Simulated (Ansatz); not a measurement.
This script makes a formation energy from the elements of Al2Pt and its elements with the Ansatz DFT code, driven from Python.

The script, `formation_al2pt.py`:
```python
"""Formation energy of Al2Pt from the elements, after relaxing atoms and volume at fixed cell shape."""

from collections import Counter

import ansatz as az
from ase import Atoms
import numpy as np

XC = "pbesol"
SCF_TOL = 1e-08
MAX_SCF = 150
K_SPACING = 0.39
OCCUPATIONS = "fermi_dirac"
SMEARING_WIDTH = 0.05


def run_phase(name, crystal):
    calc = (
        crystal.calculation()
        .functional(XC)
        .basis(10 * az.Ha)
        .scf(tolerance=SCF_TOL, max_iterations=MAX_SCF)
        .kpoints(spacing=K_SPACING)
        .occupations(OCCUPATIONS, width=SMEARING_WIDTH)
        .stress()
    )
    calc = calc.relax(force_tolerance=0.03, max_steps=40, fix_cell=["shape"])
    return calc.run()


def counts(outcome):
    return Counter(site.symbol for site in outcome.lattice.sites)

def formation_energy(outcome, mu):
    n = counts(outcome)
    return (outcome.report["energy_sigma0_ev"] - sum(k * mu[element] for element, k in n.items())) / sum(n.values())


def volume_per_atom(outcome):
    return abs(np.linalg.det(outcome.lattice.cell_ang)) / len(outcome.lattice.sites)

phases = {}
al2pt = (
    az.Lattice.fcc(5.91)
    .space_group(225)
    .atom("Al", [0.25, 0.75, 0.75])
    .atom("Pt", [0.0, 0.0, 0.0])
    .primitive()
)
phases["Al2Pt"] = al2pt
atoms = Atoms(
    ["Al"],
    scaled_positions=[
        [0.0, 0.0, 0.0],
    ],
    cell=[
        [0.0, 2.024805, 2.024805],
        [2.024805, 0.0, 2.024805],
        [2.024805, 2.024805, 0.0],
    ],
    pbc=True,
)
al = az.Crystal.from_ase(atoms)
phases["Al"] = al
pt = (
    az.Lattice.of([0.0, 1.9609, 1.9609], [1.9609, 0.0, 1.9609], [1.9609, 1.9609, 0.0])
    .atom("Pt", [0.0, 0.0, 0.0])
)
phases["Pt"] = pt

done = {}
for name, crystal in phases.items():
    done[name] = run_phase(name, crystal)
    print(f"{name}: {done[name].report['energy_sigma0_ev']:.4f} eV, {len(done[name].lattice.sites)} atoms")

# energy of one atom in its reference phase
references = {"Al": "Al", "Pt": "Pt"}
mu = {element: done[name].report["energy_sigma0_ev"] / len(done[name].lattice.sites) for element, name in references.items()}

target = done["Al2Pt"]
heat = formation_energy(target, mu)
for element, value in mu.items():
    print(f"mu({element}) = {value:.4f} eV from {references[element]}, {volume_per_atom(done[references[element]]):.2f} A^3/atom")
print(f"formation energy of Al2Pt: {heat:.4f} eV/atom = {96.4853 * heat:.1f} kJ/mol of atoms")
```

Is Al2Pt bound against its elements at this level, and by how much?

The formation energy is -0.785 eV an atom (-75.8 kJ per mole of atoms), so Al2Pt lies below the reference phases.

The run itself:

```console
$ python formation_al2pt.py
DeckWarning: basis.ecutwfc = 272.11386245988 eV is below the records' recommended 420 eV, and the density's cutoff is lower with it unless basis.ecutrho_ratio is high enough to keep the records' density cutoff: compare with a run at a higher cutoff
DeckWarning: relax.cell: scf.convergence.dr2_threshold = 1e-8 eV is looser than the 3e-10 eV advised for a relaxation that steers and ends on the stress (1e-10 eV for each atom of the cell: 3). What an SCF threshold leaves in a stress goes as its square root, [...]
Al2Pt: -13434.6838 eV, 3 atoms
DeckWarning: relax.cell: scf.convergence.dr2_threshold = 1e-8 eV is looser than the 1e-10 eV advised for a relaxation that steers and ends on the stress (1e-10 eV for each atom of the cell: 1). What an SCF threshold leaves in a stress goes as its square root, [...]
Al: -524.5292 eV, 1 atoms
Pt: -12383.2696 eV, 1 atoms
mu(Al) = -524.5292 eV from Al, 16.36 A^3/atom
mu(Pt) = -12383.2696 eV from Pt, 15.12 A^3/atom
formation energy of Al2Pt: -0.7852 eV/atom = -75.8 kJ/mol of atoms
```
(Warnings from the package without file and line, shortened.)

Notes:
- These settings explore the input space; cutoff and mesh may be short of convergence.
- The cutoff lies under the one recommended for these potentials.
- The run is spin-unpolarised.
- For the metals among these phases the mesh is modest: differences between phases can be off by up to 40 meV an atom.
- Atoms and volume are relaxed with the cell's shape held, which in cells of lower than cubic symmetry can hide stresses and shift volumes.
- Spin-orbit coupling, which matters for elements this heavy, is left out.
- The cells come from databases of deposited and of computed structures, and not all need be stable phases.
- The compound is the structure given, not necessarily its lowest; energies are at zero temperature, with no correction for gases. A semilocal functional's error on such energies is often 0.05 to 0.1 eV an atom, and 0.1 to 0.3 eV against gases such as O2 or F2.
- Finished in 10 s on 1 thread of Arm Neoverse N1, with other jobs on the host, peak memory 0.35 GiB.
